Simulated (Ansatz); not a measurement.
Debugging an atomisation energy of GeH6N2, SMILES [NH2][GeH2][NH2] (the Python package of Ansatz (0.2.0)).

`tae_geh6n2.py`:
```python
'''Atomisation energy of GeH6N2 at the given geometry.'''

from collections import Counter
import logging
import sys

import ansatz as az

logging.basicConfig(stream=sys.stdout, format='[%(levelname)s] %(message)s')
logger = logging.getLogger('ansatz_job')
logger.setLevel(logging.INFO)


def single_point(molecule, charge=0, unpaired=0):
    calc = molecule.basis(gaussian='def2-SVPD').functional('HF')
    if charge:
        calc = calc.charge(charge)
    if unpaired:
        calc = calc.spin('collinear', total=unpaired)
    report = calc.run(threads=1).report
    if report['published_state_doubts']:
        print('  doubts:', report['published_state_doubts'])
    return report['free_energy_ev']


def main() -> None:
    geometry_ang = [
        ('N', (-1.1551, 0.6703, -0.8292)),
        ('Ge', (0.4216, 0.2232, -0.0787)),
        ('N', (0.1456, -1.2678, 0.9937)),
        ('H', (-1.4293, -0.0715, -1.4487)),
        ('H', (-1.0046, 1.5113, -1.4964)),
        ('H', (0.9685, 1.4158, 0.7747)),
        ('H', (1.4672, -0.1098, -1.1954)),
        ('H', (1.1395, -1.455, 1.4463)),
        ('H', (-0.4649, -0.9629, 1.8165)),
    ]
    molecule = az.Crystal.molecule()
    for symbol, xyz in geometry_ang:
        molecule = molecule.atom(symbol, xyz)

    # Hund ground states
    unpaired = {'N': 3, 'Ge': 2, 'H': 1}
    counts = Counter(site.symbol for site in molecule.cartesian_sites)
    atom_energy = {s: single_point(az.Crystal.molecule().atom(s, (0, 0, 0)), 0, unpaired[s]) for s in counts}
    whole = single_point(molecule, 0, 0)
    for s, e in atom_energy.items():
        logger.info(f'{s:2s} x{counts[s]}  {e:14.5f} eV')
    logger.info(f'GeH6N2: {whole:.5f} eV')
    split = sum(counts[s] * e for s, e in atom_energy.items()) - whole
    logger.info(f'atomisation energy (no zero-point term): {23.060548 * split:.1f} kcal/mol, {split / sum(counts.values()):.3f} eV an atom')


if __name__ == '__main__':
    main()
```

```console
$ python tae_geh6n2.py
Traceback (most recent call last):
  File "tae_geh6n2.py", line 55, in <module>
    main()
    ~~~~^^
  File "tae_geh6n2.py", line 45, in main
    atom_energy = {s: single_point(az.Crystal.molecule().atom(s, (0, 0, 0)), 0, unpaired[s]) for s in counts}
                      ~~~~~~~~~~~~^^^^^^^^^^^^^^^^^^^^^^^^^^^^^^^^^^^^^^^^^^^^^^^^^^^^^^^^^^
  File "tae_geh6n2.py", line 15, in single_point
    calc = molecule.basis(gaussian='def2-SVPD').functional('HF')
           ^^^^^^^^^^^^^^
AttributeError: 'Crystal' object has no attribute 'basis'
```

What is wrong, and how is it mended?

The fault: settings are called on the crystal, without .calculation(). Mended:

```diff
--- before
+++ after
@@ -14,3 +14,3 @@
 def single_point(molecule, charge=0, unpaired=0):
-    calc = molecule.basis(gaussian='def2-SVPD').functional('HF')
+    calc = molecule.calculation().basis(gaussian='def2-SVPD').functional('HF')
     if charge:
```

The mended script runs so:

```console
$ python tae_geh6n2.py
[INFO] N  x2     -1478.59221 eV
[INFO] Ge x1    -56465.21878 eV
[INFO] H  x6       -13.58606 eV
[INFO] GeH6N2: -59522.70129 eV
[INFO] atomisation energy (no zero-point term): 433.1 kcal/mol, 2.087 eV an atom
```

Caveats:
- Total energies depend on the basis set; only differences at equal settings carry meaning.
- The geometry is a force-field or estimated start, not a minimum of this method, and the basis set is short of its limit. All parts are taken at fixed geometry, without zero-point energy.
- Hartree-Fock leaves correlation out, so bond, atomisation and ionisation energies come out well too low.
- Timing: 2 s on 1 thread of Arm Neoverse V1, on a shared host, peak memory 0.27 GiB.
